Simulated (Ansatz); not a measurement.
# CaRu2O5: the cost of one run

Program: Ansatz 0.2.0. Level of theory: DFT PBE, scalar-relativistic, plane waves, PAW, unless a step names another level. These are calculated values, not measurements.

2 further runs of the same task are left out: 1 that didn't finish, 1 set aside as unsound or not needed.

### 1 Starting point

Symmetry: P4/mmm, No. 123, tetragonal system. The conventional cell has a = 4.106 Å, b = 4.106 Å, c = 6.431 Å, α = 90.00°, β = 90.00°, γ = 90.00°. Ca (site symmetry 4/mmm) is surrounded by 8 O at 2.50 Å. Around Ru (site symmetry mmm) lie 4 O at 1.79 to 2.05 Å. Around O (site symmetry 4/mmm) lie 4 Ru at 2.05 Å. O (site symmetry 2mm) has 1 Ru at 1.79 Å and 2 Ca at 2.50 Å as nearest neighbours.

As a file:

```cif
data_structure
_symmetry_space_group_name_H-M 'P4/mmm'
_symmetry_Int_Tables_number 123
_cell_length_a 4.1057
_cell_length_b 4.1057
_cell_length_c 6.4309
_cell_angle_alpha 90.000
_cell_angle_beta 90.000
_cell_angle_gamma 90.000
_cell_volume 108.41
loop_
_atom_site_label
_atom_site_type_symbol
_atom_site_symmetry_multiplicity
_atom_site_Wyckoff_symbol
_atom_site_fract_x
_atom_site_fract_y
_atom_site_fract_z
_atom_site_occupancy
Ca1 Ca 1 d 0.50000 0.50000 0.50000 1
Ru1 Ru 2 f 0.50000 0.00000 0.00000 1
O1 O 1 c 0.50000 0.50000 0.00000 1
O2 O 4 i 0.00000 0.50000 0.72219 1
```

It came out lowest among 12 distinct ends of the trial cells. At a tolerance of 0.05 Å it has space group P4/mmm (No. 123). Site moments: 0.0 0.4 0.4 0.0 0.1 0.1 0.1 0.1 μB.

### 2 Tight relaxation for the response runs, on the response runs' mesh and smearing

Input file input.yaml:

```yaml
crystal:
  lattice:
    - [4.1057385469, 0.0, 0.0]
    - [0.0, 4.1057385469, 0.0]
    - [0.0, 0.0, 6.430937357]
  atoms:
    - { symbol: Ca, position: [0.5, 0.5, 0.5] }
    - { symbol: Ru, position: [0.5, 0.0, 0.0], spin: 0.4 }
    - { symbol: Ru, position: [0.0, 0.5, 0.0], spin: 0.4 }
    - { symbol: O, position: [0.5, 0.5, 0.0] }
    - { symbol: O, position: [0.0, 0.5, 0.7221911555] }
    - { symbol: O, position: [0.5, 0.0, 0.2778088445] }
    - { symbol: O, position: [0.0, 0.5, 0.2778088445] }
    - { symbol: O, position: [0.5, 0.0, 0.7221911555] }
basis:
  ecutwfc: 420
kpoints:
  mp_grid: { grid: [8, 8, 6] }
hamiltonian:
  xc: pbe
scf:
  occupations: { method: gaussian, width: 0.1 }
output:
  forces: true
  stress: true
  eigenvalues: true
  populations: true
magnetization:
  spin_polarized: true
relax:
  adjacent_minimum: "off"
  f_tol: 0.001
  max_steps: 60
  cell: { stress_tol: 0.01 }
```

Started as:

```
$ ansatz run input.yaml --threads 3 --pin off --max-ram 7680MiB --backend cpu --events-out ev --progress --plain --runs-dir out
```

Q: Estimate wall time and peak memory on 3 threads of Intel Xeon Platinum 8488C (Sapphire Rapids), shared host.

About 32 s, with a peak of 0.78 GiB.
